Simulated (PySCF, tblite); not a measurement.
**C₃HF₃N−: geometry, infrared bands, NMR shifts and spin-spin couplings**

Wanted: the infrared bands, NMR shifts and spin-spin couplings of C₃HF₃N− (`N#C[CH-]C(F)(F)F`), by calculation.

The runs use tblite 0.8.0 and PySCF 2.14.0, with density-fitted response routines of our own; the level of theory stands in each step. All values are computed, except where a source is named. Atoms count from 0, in the outputs and in this text.

### Step 1. The molecule as given

8 atoms, charge -1, multiplicity 1; geometry from: force field or distance geometry start.

Bonds of the start (Å): N0–C1 1.19, C1–C2 1.42, C2–C3 1.50, C3–F4 1.40, C3–F5 1.36, C3–F6 1.37, C2–H7 1.08.

### Step 2. Relaxing the molecule with GFN2-xTB

What the job is given:

```
{"job": {"kind": "relax", "xc": "GFN2-xTB", "basis": "xTB"}, "charge": -1, "multiplicity": 1}
N      2.681500    -0.126900    -0.070200
C      1.547700     0.234300    -0.060800
C      0.198300     0.677300    -0.016400
C     -0.870300    -0.376800    -0.000500
F     -0.795500    -1.004500     1.254100
F     -2.124200     0.146100    -0.117800
F     -0.540900    -1.257700    -1.001800
H     -0.087600     1.717700    -0.011300
```

Launch:

```
> OMP_NUM_THREADS=1 python probes_run.py task.json out
```

The driver reads the jobs from task.json and runs them one after another.

**Question.** This job is followed by: GFN2-xTB harmonic vibrations, gas phase; GIAO PBE0/pcSseg-1 NMR shielding, non-relativistic, gas phase; B3LYP/pcJ-1 indirect spin-spin coupling, non-relativistic, gas phase. What will the session give for the following? strongest single infrared mode (GFN2-xTB); zero-point energy (GFN2-xTB); ¹³C shifts against TMS (PBE0/pcSseg-1); ¹H shifts against TMS (PBE0/pcSseg-1); ¹⁵N shifts against NH3 (PBE0/pcSseg-1); ¹⁹F shifts against CFCl3 (PBE0/pcSseg-1, means over atoms taken as alike); largest coupling of the table (B3LYP/pcJ-1).

**Answer**, as computed:

| quantity | value |
| --- | --- |
| strongest single infrared mode (GFN2-xTB) | 2329 cm⁻¹, 651 km/mol |
| zero-point energy (GFN2-xTB) | 21.6 kcal/mol |
| ¹³C shifts against TMS (PBE0/pcSseg-1) | 156.6, 132.6, 15.9 ppm |
| ¹H shifts against TMS (PBE0/pcSseg-1) | 1.22 ppm |
| ¹⁵N shifts against NH3 (PBE0/pcSseg-1) | 288.1 ppm |
| ¹⁹F shifts against CFCl3 (PBE0/pcSseg-1, means over atoms taken as alike) | -36.6 ppm |
| largest coupling of the table (B3LYP/pcJ-1) | ¹J(C,F) C3–F4, -305.9 Hz |

In words: The optimisation took 50 steps and gained 0.719 eV; among the close pairs (by a distance rule), C3–F4 changed most, from 1.405 to 1.534 Å. No mode is imaginary among the 18: a minimum at this level. The strongest single mode, at 2329 cm⁻¹, moves mainly C1 and N0. GFN2-xTB is a fitted tight-binding method: band positions and strengths are rough. Its intensities can rank the bands wrongly. At PBE0/pcSseg-1: Shielding is most anisotropic at N0 (span 393 ppm, paramagnetic term -365 ppm). Of the pairs tabulated at B3LYP/pcJ-1, C3–F4 (mean over like pairs) couples most strongly (-305.9 Hz; Fermi contact -292.6 Hz). Density functionals describe couplings to fluorine poorly, F–F couplings above all, so those rows are rough.
